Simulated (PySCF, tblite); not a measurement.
# C8H7NS: vibronic structure

Wanted: vibronic structure for C8H7NS (`Nc1csc2ccccc12`).

Programs: tblite 0.8.0 and PySCF 2.14.0, with routines of our own; each step states its level. All values are computed. Atoms count from 0.

### Step 1. The starting structure

17 atoms, charge 0, multiplicity 1; geometry from: force field or distance geometry start.

### Step 2. Relaxing the molecule with GFN2-xTB

What the job is given:

```
{"job": {"kind": "relax", "xc": "GFN2-xTB", "basis": "xTB"}, "charge": 0, "multiplicity": 1}
N      2.390700    -1.268600    -0.117100
C      1.588800    -0.032800    -0.070700
C      2.247600     1.163500    -0.053600
S      0.913500     2.427900     0.009300
C     -0.364100     1.191300     0.043000
C     -1.727200     1.401800     0.085700
C     -2.600800     0.311500     0.091300
C     -1.986500    -0.919700     0.050300
C     -0.627900    -1.126100    -0.005300
C      0.245400    -0.018900    -0.008600
H      3.175500    -1.338300     0.564600
H      2.143600    -2.016300    -0.800600
H      3.298400     1.336800    -0.080800
H     -2.123100     2.404400     0.122300
H     -3.661600     0.424700     0.136800
H     -2.635900    -1.799900     0.061400
H     -0.283500    -2.129300    -0.038000
```

Launch:

```
$ OMP_NUM_THREADS=1 python excited_run.py task.json out
```

The driver reads the jobs from task.json and runs them one after another.

Standard output:

```text
step      E/eV     max force
  0    -729.62625    6.460
  1    -730.16128    2.515
  2    -730.29606    0.974
  3    -730.35883    0.666
  4    -730.41328    0.845
  5    -730.43949    0.436
  6    -730.45966    0.389
  7    -730.47652    0.450
  8    -730.49197    0.517
  9    -730.50780    0.435
 10    -730.52779    0.439
 11    -730.55032    0.463
 12    -730.57347    0.525
 13    -730.59562    0.418
 14    -730.61642    0.330
 15    -730.63289    0.317
 16    -730.64430    0.607
 17    -730.63973    0.901
 18    -730.66105    0.284
 19    -730.66773    0.276
 20    -730.67798    0.379
 21    -730.68259    0.263
 22    -730.68824    0.154
 23    -730.69361    0.132
 24    -730.69877    0.117
 25    -730.70154    0.122
 26    -730.70305    0.128
 27    -730.70466    0.095
 28    -730.70661    0.109
 29    -730.70862    0.102
 30    -730.70998    0.088
 31    -730.71127    0.090
 32    -730.71239    0.087
 33    -730.71341    0.068
 34    -730.71422    0.058
 35    -730.71489    0.059
 36    -730.71548    0.055
 37    -730.71602    0.062
 38    -730.71660    0.054
 39    -730.71728    0.055
 40    -730.71793    0.058
 41    -730.71847    0.050
 42    -730.71891    0.052
 43    -730.71930    0.048
 44    -730.71967    0.040
 45    -730.71993    0.030
 46    -730.72009    0.028
 47    -730.72019    0.026
 48    -730.72027    0.022
 49    -730.72035    0.018
 50    -730.72043    0.024
 51    -730.72050    0.022
 52    -730.72055    0.013
 53    -730.72057    0.009
```

Run time: 0.42 s. Hardware: 1 thread of Arm Neoverse V1, shared host.

Step by step: (not every step is listed)

```
step  energy from step 0 (eV)  largest force (eV/Å)
   0                   0.0000                6.4601
   1                  -0.5350                2.5149
   2                  -0.6698                0.9737
   3                  -0.7326                0.6658
   4                  -0.7870                0.8453
   5                  -0.8132                0.4358
   6                  -0.8334                0.3887
   7                  -0.8503                0.4500
   8                  -0.8657                0.5173
  12                  -0.9472                0.5255
  16                  -1.0181                0.6071
  20                  -1.0517                0.3794
  24                  -1.0725                0.1174
  28                  -1.0804                0.1090
  32                  -1.0861                0.0865
  36                  -1.0892                0.0553
  40                  -1.0917                0.0584
  44                  -1.0934                0.0400
  48                  -1.0940                0.0224
  49                  -1.0941                0.0185
  50                  -1.0942                0.0238
  51                  -1.0942                0.0217
  52                  -1.0943                0.0132
  53                  -1.0943                0.0094
```

Close pairs (by a distance rule), those that changed most:

```
  bond  before (Å)  after (Å)  change (Å)
 C2–S3       1.839      1.738      -0.101
 C1–C9       1.345      1.439      +0.094
 N0–C1       1.474      1.385      -0.089
 C4–C9       1.356      1.407      +0.051
 S3–C4       1.778      1.738      -0.040
N0–H11       1.043      1.009      -0.034
N0–H10       1.042      1.009      -0.033
C8–H16       1.061      1.080      +0.019
```

The final coordinates are the input of the step that follows.

### Step 3. Infrared spectrum with GFN2-xTB

What the job is given:

```
{"job": {"kind": "ir", "xc": "GFN2-xTB", "basis": "xTB"}, "charge": 0, "multiplicity": 1}
N      2.402627    -1.267995     0.061286
C      1.649960    -0.106169     0.009580
C      2.155055     1.152832     0.026436
S      0.939845     2.394223     0.073498
C     -0.317147     1.194246     0.051003
C     -1.684974     1.423235     0.062831
C     -2.533227     0.336070     0.046588
C     -2.027085    -0.963116     0.022527
C     -0.669145    -1.191836     0.008724
C      0.210747    -0.109497     0.021479
H      3.371452    -1.150733    -0.193620
H      1.972136    -2.066728    -0.379410
H      3.187050     1.443654     0.032349
H     -2.066967     2.432180     0.083734
H     -3.601496     0.491411     0.053479
H     -2.711490    -1.798395     0.015209
H     -0.284341    -2.201351    -0.005602
```

Standard output:

```text
mode    cm-1     km/mol
  1     137.9      1.19
  2     183.9      1.31
  3     245.2      1.41
  4     255.4      2.41
  5     299.3     22.26
  6     389.7      2.63
  7     393.8      0.83
  8     448.1      2.93
  9     480.6      0.66
 10     516.3      0.65
 11     540.6     14.01
 12     563.6     13.36
 13     661.1     86.05
 14     683.8    259.57
 15     705.5      9.84
 16     722.0      2.49
 17     765.7      1.87
 18     772.4     25.84
 19     853.7     12.99
 20     868.0      0.08
 21     903.5      0.28
 22     920.2      0.08
 23    1018.4     15.56
 24    1051.6      0.48
 25    1077.8      0.10
 26    1141.9     22.13
 27    1155.6     38.67
 28    1168.4     13.04
 29    1188.4      3.84
 30    1241.4      2.82
 31    1349.3      1.63
 32    1370.5     45.75
 33    1411.3     18.61
 34    1463.2      9.56
 35    1494.9     38.00
 36    1559.7     28.46
 37    1581.0     19.38
 38    1608.6    102.74
 39    3071.6     15.97
 40    3082.8     20.17
 41    3091.2     62.49
 42    3100.4     35.93
 43    3158.4     15.01
 44    3443.1      1.84
 45    3492.2      0.81
```

Run time: 0.68 s. Hardware: 1 thread of Arm Neoverse V1, shared host.

The strongest bands and the atoms that carry them (share of the mass-weighted mode):

```
cm⁻¹  km/mol                                 atoms
 661    86.0  C9 18 %, C4 17 %, H10 14 %, H11 11 %
 684   259.6  H10 21 %, H11 19 %, N0 16 %, C1 15 %
1156    38.7                     H12 46 %, C2 19 %
1370    45.8                     C1 41 %, H15 12 %
1495    38.0                    H11 44 %, H10 38 %
1609   102.7                      C1 43 %, C2 21 %
3091    62.5          H15 38 %, H13 34 %, H14 15 %
3100    35.9                    H13 52 %, H14 30 %
```

### Step 4. Vibronic structure: TDA PBE0/6-31G*

Settings changed since step 3:

```diff
@@ -1,2 +1,2 @@
-{"job": {"kind": "ir", "xc": "GFN2-xTB", "basis": "xTB"}, "charge": 0, "multiplicity": 1}
+{"job": {"kind": "vib", "xc": "PBE0", "basis": "6-31G*", "tda": true}, "charge": 0, "multiplicity": 1}
 N      2.402627    -1.267995     0.061286
```

With the program's defaults for keys left out, this is: TDA PBE0/6-31G* vertical-gradient vibronic structure (displaced harmonic oscillators, Condon), gas phase.

Standard output:

```text
final grid: 70184 points
cycle   1  E = -761.3710806982  dE =  2.103e+00  |g| = 4.212e-01  |ddm| = 4.622e+00
cycle   2  E = -761.3711268636  dE = -4.617e-05  |g| = 4.329e-01  |ddm| = 9.667e-01
cycle   3  E = -761.4177344401  dE = -4.661e-02  |g| = 8.309e-02  |ddm| = 5.553e-01
cycle   4  E = -761.4194607583  dE = -1.726e-03  |g| = 4.225e-02  |ddm| = 1.667e-01
cycle   5  E = -761.4199539601  dE = -4.932e-04  |g| = 1.158e-02  |ddm| = 5.656e-02
cycle   6  E = -761.4199885839  dE = -3.462e-05  |g| = 2.710e-03  |ddm| = 1.585e-02
cycle   7  E = -761.4199901825  dE = -1.599e-06  |g| = 1.233e-03  |ddm| = 4.283e-03
cycle   8  E = -761.4199905956  dE = -4.131e-07  |g| = 2.130e-04  |ddm| = 1.562e-03
cycle   9  E = -761.4199906058  dE = -1.020e-08  |g| = 1.010e-04  |ddm| = 3.304e-04
cycle  10  E = -761.4199906085  dE = -2.652e-09  |g| = 1.589e-05  |ddm| = 1.460e-04
cycle  11  E = -761.4199906085  dE = -6.298e-11  |g| = 6.299e-06  |ddm| = 2.854e-05
converged SCF energy = -761.4199906085

Singlet excitations (eV, f): 4.404 (0.0541)  4.688 (0.0636)  4.969 (0.0001)  5.659 (0.1948)  6.100 (0.0108)  6.205 (0.0141)

State S1  4.4044 eV  f = 0.05408  H->L 0.75, H->L+1 0.18
  relaxed dipole 6.387 D, largest gradient of the excitation energy 0.0520 Eh/bohr
  mode    cm-1        S   lambda/meV  Raman
   11    540.6    2.1298     142.8   0.744
   38   1608.6    0.3235      64.5   1.000
    5    299.3    1.4712      54.6   0.157
   14    683.8    0.5391      45.7   0.301
   36   1559.7    0.2340      45.2   0.680
   15    705.5    0.5164      45.2   0.307
   37   1581.0    0.1683      33.0   0.503
   13    661.1    0.2293      18.8   0.120
   31   1349.3    0.0981      16.4   0.213
    7    393.8    0.2837      13.8   0.053
   33   1411.3    0.0605      10.6   0.144
   10    516.3    0.1222       7.8   0.039
  reorganisation energy 0.5409 eV, total S 6.733, 0-0 3.8636 eV
  absorption maximum 4.348 eV, width 0.592 eV

State S2  4.6877 eV  f = 0.06363  H->L+1 0.67, H-1->L 0.16, H->L 0.11
  relaxed dipole 4.527 D, largest gradient of the excitation energy 0.0395 Eh/bohr
  mode    cm-1        S   lambda/meV  Raman
    5    299.3    0.7067      26.2   0.188
   38   1608.6    0.1299      25.9   1.000
   14    683.8    0.2531      21.5   0.352
   15    705.5    0.2326      20.3   0.345
   36   1559.7    0.0955      18.5   0.691
    7    393.8    0.3434      16.8   0.158
   32   1370.5    0.0855      14.5   0.478
   11    540.6    0.1986      13.3   0.173
   13    661.1    0.1238      10.1   0.161
   26   1141.9    0.0660       9.3   0.256
   25   1077.8    0.0698       9.3   0.241
   35   1494.9    0.0395       7.3   0.262
  reorganisation energy 0.2285 eV, total S 2.819, 0-0 4.4592 eV
  absorption maximum 4.631 eV, width 0.390 eV

State S4  5.6590 eV  f = 0.19481  H-1->L 0.54, H-2->L+1 0.23, H->L+1 0.10
  relaxed dipole 3.758 D, largest gradient of the excitation energy 0.0245 Eh/bohr
  mode    cm-1        S   lambda/meV  Raman
   15    705.5    0.5180      45.3   1.000
   26   1141.9    0.1191      16.9   0.602
   19    853.7    0.1302      13.8   0.368
   25   1077.8    0.0842      11.3   0.379
   14    683.8    0.1211      10.3   0.220
   32   1370.5    0.0494       8.4   0.360
    5    299.3    0.1851       6.9   0.064
    9    480.6    0.1130       6.7   0.101
   13    661.1    0.0575       4.7   0.097
   11    540.6    0.0420       2.8   0.048
   34   1463.2    0.0136       2.5   0.113
   17    765.7    0.0210       2.0   0.048
  reorganisation energy 0.1422 eV, total S 1.611, 0-0 5.5168 eV
  absorption maximum 5.605 eV, width 0.242 eV

State T1  3.1204 eV  f = 0.00000  H->L 0.88
  relaxed dipole 3.488 D, largest gradient of the excitation energy 0.0830 Eh/bohr
  mode    cm-1        S   lambda/meV  Raman
   37   1581.0    0.8306     162.8   1.000
   38   1608.6    0.3225      64.3   0.402
   32   1370.5    0.2810      47.8   0.254
    5    299.3    1.1266      41.8   0.049
   11    540.6    0.5024      33.7   0.071
   34   1463.2    0.1771      32.1   0.183
   35   1494.9    0.1355      25.1   0.146
   31   1349.3    0.1351      22.6   0.118
    7    393.8    0.4032      19.7   0.030
   24   1051.6    0.1466      19.1   0.078
   15    705.5    0.1757      15.4   0.042
   14    683.8    0.1612      13.7   0.036
  reorganisation energy 0.5411 eV, total S 5.264, 0-0 2.5793 eV
  absorption maximum 3.051 eV, width 0.676 eV
```

It took 39 s on 1 thread of Arm Neoverse V1, shared host; peak memory 0.91 GiB.

### Step 5. Vibronic structure: TDA PBE0/6-31G

Settings changed since step 4:

```diff
@@ -1,2 +1,2 @@
-{"job": {"kind": "vib", "xc": "PBE0", "basis": "6-31G*", "tda": true}, "charge": 0, "multiplicity": 1}
+{"job": {"kind": "vib", "xc": "PBE0", "basis": "6-31G", "tda": true, "temperature": 200, "fwhm_ev": 0.01}, "charge": 0, "multiplicity": 1}
 N      2.402627    -1.267995     0.061286
```

Level: TDA PBE0/6-31G vertical-gradient vibronic structure (displaced harmonic oscillators, Condon), gas phase.

Standard output:

```text
final grid: 70184 points
cycle   1  E = -761.2601935050  dE =  2.222e+00  |g| = 3.783e-01  |ddm| = 4.690e+00
cycle   2  E = -761.2609855814  dE = -7.921e-04  |g| = 3.916e-01  |ddm| = 1.089e+00
cycle   3  E = -761.2990615435  dE = -3.808e-02  |g| = 8.355e-02  |ddm| = 5.292e-01
cycle   4  E = -761.3009150764  dE = -1.854e-03  |g| = 3.587e-02  |ddm| = 1.753e-01
cycle   5  E = -761.3012753980  dE = -3.603e-04  |g| = 1.002e-02  |ddm| = 5.992e-02
cycle   6  E = -761.3013024722  dE = -2.707e-05  |g| = 2.206e-03  |ddm| = 1.511e-02
cycle   7  E = -761.3013034640  dE = -9.918e-07  |g| = 1.291e-03  |ddm| = 5.577e-03
cycle   8  E = -761.3013039495  dE = -4.856e-07  |g| = 1.550e-04  |ddm| = 1.990e-03
cycle   9  E = -761.3013039555  dE = -5.954e-09  |g| = 5.389e-05  |ddm| = 2.692e-04
cycle  10  E = -761.3013039564  dE = -8.688e-10  |g| = 1.007e-05  |ddm| = 1.193e-04
converged SCF energy = -761.3013039564

Singlet excitations (eV, f): 4.469 (0.0606)  4.773 (0.0679)  5.448 (0.0001)  5.733 (0.1773)  6.182 (0.0071)  6.271 (0.0377)

State S1  4.4693 eV  f = 0.06061  H->L 0.76, H->L+1 0.17
  relaxed dipole 6.755 D, largest gradient of the excitation energy 0.0516 Eh/bohr
  mode    cm-1        S   lambda/meV  Raman
   11    540.6    1.9358     129.8   0.753
    5    299.3    1.6712      62.0   0.199
   38   1608.6    0.2904      57.9   1.000
   15    705.5    0.5680      49.7   0.376
   36   1559.7    0.2307      44.6   0.747
   37   1581.0    0.1905      37.3   0.634
   14    683.8    0.3908      33.1   0.243
    7    393.8    0.2961      14.5   0.061
   31   1349.3    0.0854      14.3   0.207
   13    661.1    0.1739      14.3   0.101
   33   1411.3    0.0720      12.6   0.191
   10    516.3    0.1071       6.9   0.038
  reorganisation energy 0.5161 eV, total S 6.552, 0-0 3.9533 eV
  absorption maximum 4.387 eV, width 0.564 eV

State S2  4.7727 eV  f = 0.06790  H->L+1 0.69, H-1->L 0.15, H->L 0.10
  relaxed dipole 4.884 D, largest gradient of the excitation energy 0.0401 Eh/bohr
  mode    cm-1        S   lambda/meV  Raman
    5    299.3    0.7859      29.2   0.205
   38   1608.6    0.1327      26.5   1.000
   15    705.5    0.2904      25.4   0.421
   36   1559.7    0.1013      19.6   0.718
    7    393.8    0.3980      19.4   0.180
   14    683.8    0.1875      15.9   0.255
   32   1370.5    0.0822      14.0   0.450
   11    540.6    0.2040      13.7   0.174
   25   1077.8    0.0735       9.8   0.249
   26   1141.9    0.0581       8.2   0.221
   13    661.1    0.0956       7.8   0.122
    9    480.6    0.1287       7.7   0.087
  reorganisation energy 0.2346 eV, total S 2.958, 0-0 4.5381 eV
  absorption maximum 4.624 eV, width 0.296 eV

State S4  5.7335 eV  f = 0.17729  H-1->L 0.52, H-2->L+1 0.24, H->L+1 0.10
  relaxed dipole 4.037 D, largest gradient of the excitation energy 0.0226 Eh/bohr
  mode    cm-1        S   lambda/meV  Raman
   15    705.5    0.4939      43.2   1.000
   26   1141.9    0.1245      17.6   0.660
   19    853.7    0.1305      13.8   0.387
   25   1077.8    0.0966      12.9   0.457
   32   1370.5    0.0484       8.2   0.370
    5    299.3    0.1427       5.3   0.052
   14    683.8    0.0578       4.9   0.110
    9    480.6    0.0681       4.1   0.064
   17    765.7    0.0329       3.1   0.078
   11    540.6    0.0440       2.9   0.052
   13    661.1    0.0302       2.5   0.054
   34   1463.2    0.0126       2.3   0.110
  reorganisation energy 0.1298 eV, total S 1.419, 0-0 5.6036 eV
  absorption maximum 5.604 eV, width 0.092 eV

State T1  3.1594 eV  f = 0.00000  H->L 0.88
  relaxed dipole 3.733 D, largest gradient of the excitation energy 0.0842 Eh/bohr
  mode    cm-1        S   lambda/meV  Raman
   37   1581.0    0.8178     160.3   1.000
   38   1608.6    0.3347      66.8   0.424
   32   1370.5    0.2786      47.3   0.256
    5    299.3    1.2040      44.7   0.053
   34   1463.2    0.1802      32.7   0.189
   11    540.6    0.4657      31.2   0.067
   35   1494.9    0.1377      25.5   0.151
   31   1349.3    0.1304      21.8   0.116
    7    393.8    0.4117      20.1   0.031
   24   1051.6    0.1490      19.4   0.081
   15    705.5    0.1750      15.3   0.043
    3    245.2    0.3197       9.7   0.009
  reorganisation energy 0.5340 eV, total S 5.205, 0-0 2.6254 eV
  absorption maximum 3.057 eV, width 0.636 eV
```

It took 24 s on 1 thread of Arm Neoverse V1, shared host; peak memory 0.88 GiB.

### Step 6. What came out

| quantity | value |
| --- | --- |
| strongest single infrared mode (GFN2-xTB) | 684 cm⁻¹, 260 km/mol |
| zero-point energy (GFN2-xTB) | 79.5 kcal/mol |
| S1: vertical, reorganisation, 0-0, total S (step 4, TDA PBE0/6-31G*, modes from GFN2-xTB) | 4.40, 0.54, 3.86 eV; 6.7 |
| S2: vertical, reorganisation, 0-0, total S (step 4, TDA PBE0/6-31G*, modes from GFN2-xTB) | 4.69, 0.23, 4.46 eV; 2.8 |
| S4: vertical, reorganisation, 0-0, total S (step 4, TDA PBE0/6-31G*, modes from GFN2-xTB) | 5.66, 0.14, 5.52 eV; 1.6 |
| S1: vertical, reorganisation, 0-0, total S (step 5, TDA PBE0/6-31G, modes from GFN2-xTB) | 4.47, 0.52, 3.95 eV; 6.6 |
| S2: vertical, reorganisation, 0-0, total S (step 5, TDA PBE0/6-31G, modes from GFN2-xTB) | 4.77, 0.23, 4.54 eV; 3.0 |
| S4: vertical, reorganisation, 0-0, total S (step 5, TDA PBE0/6-31G, modes from GFN2-xTB) | 5.73, 0.13, 5.60 eV; 1.4 |

In words: All 45 modes are real, so the xTB geometry is a minimum. The strongest single mode, at 684 cm⁻¹, is spread over several atoms, H10, H11, N0, C1 among them. Unscaled tight-binding wavenumbers are off by several per cent, some by more. Its intensities can rank the bands wrongly. The vibronic model keeps the ground-state modes (from xTB) and shifts them along the gradient alone, so it can miss much of the relaxation that a full optimisation finds.
